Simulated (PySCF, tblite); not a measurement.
# C₆H₅OS₂ radical: geometry, infrared bands and EPR parameters

What infrared bands and EPR parameters should C₆H₅OS₂ radical (`[CH2]C(=S)C1=CC(=O)CS1`) show?

The runs use tblite 0.8.0 and PySCF 2.14.0, with density-fitted response routines of our own; the level of theory stands in each step. All values are computed, except where a source is named. Atoms are numbered from 0 throughout.

## 1. The starting structure

14 atoms, charge 0, multiplicity 2; geometry from: force field or distance geometry start.

Bonds of the start (Å): C0–C1 1.47, C1–S2 1.70, C1–C3 1.51, C3–C4 1.35, C4–C5 1.47, C5–O6 1.23, C5–C7 1.51, C7–S8 1.82, S8–C3 1.73, C0–H9 1.07, C0–H10 1.10, C4–H11 1.08, C7–H12 1.09, C7–H13 1.10.

## 2. Geometry optimisation with GFN2-xTB

Job settings and geometry (Å):

```
{"job": {"kind": "relax", "xc": "GFN2-xTB", "basis": "xTB"}, "charge": 0, "multiplicity": 2}
C     -2.553900     0.856100    -0.653800
C     -1.843800    -0.081000     0.224100
S     -2.699400    -1.122800     1.255000
C     -0.340900    -0.054400     0.133400
C      0.416200    -1.151700     0.322400
C      1.844600    -0.825500     0.205300
O      2.706000    -1.691400     0.312200
C      2.154700     0.635200    -0.035700
S      0.517900     1.421500    -0.135100
H     -2.045300     1.466800    -1.373800
H     -3.646200     0.915400    -0.601900
H      0.090200    -2.163100     0.511400
H      2.715000     1.045800     0.803700
H      2.684300     0.748600    -0.989400
```

The run is started by

```sh
> OMP_NUM_THREADS=1 python probes_run.py task.json out
```

The driver reads the jobs from task.json and runs them one after another.

**Question.** This job is followed by: GFN2-xTB harmonic vibrations, gas phase; UKS B3LYP, pcH-1 on C H O S, non-relativistic, mean-field spin-orbit, GIAO. What will the session give for the following? strongest single infrared mode (GFN2-xTB); zero-point energy (GFN2-xTB); g(iso) (B3LYP); ⟨S²⟩; largest a(iso) (averaged by class); surface potential, 1st and 99th percentile; property runs in this session.

The runs gave:

| quantity | value |
| --- | --- |
| strongest single infrared mode (GFN2-xTB) | 1736 cm⁻¹, 629 km/mol |
| zero-point energy (GFN2-xTB) | 56.8 kcal/mol |
| g(iso) (B3LYP) | 2.06462 |
| ⟨S²⟩ | 0.775 (exact 0.75) |
| largest a(iso) (averaged by class) | 13C on C1, -32.8 MHz |
| surface potential, 1st and 99th percentile | -1.69 V and 1.36 V |
| property runs in this session | 1, of which 0 failed and 1 gave unsound results |

What this shows: Relaxing lowered the energy by 0.539 eV in 77 steps; the close pair that moved most is C0–C1, from 1.467 to 1.347 Å. No mode is imaginary among the 36: a minimum at this level. The strongest single mode, at 1736 cm⁻¹, moves mainly C5 and O6. Unscaled tight-binding wavenumbers are off by several per cent, some by more. Its intensities can rank the bands wrongly. S2 carries the largest spin population, 0.79 e. The isotropic g lies 62.3 ppt above the free-electron value. These values are not to be trusted: the run shows a large g shift, which the driver flags as unsure.
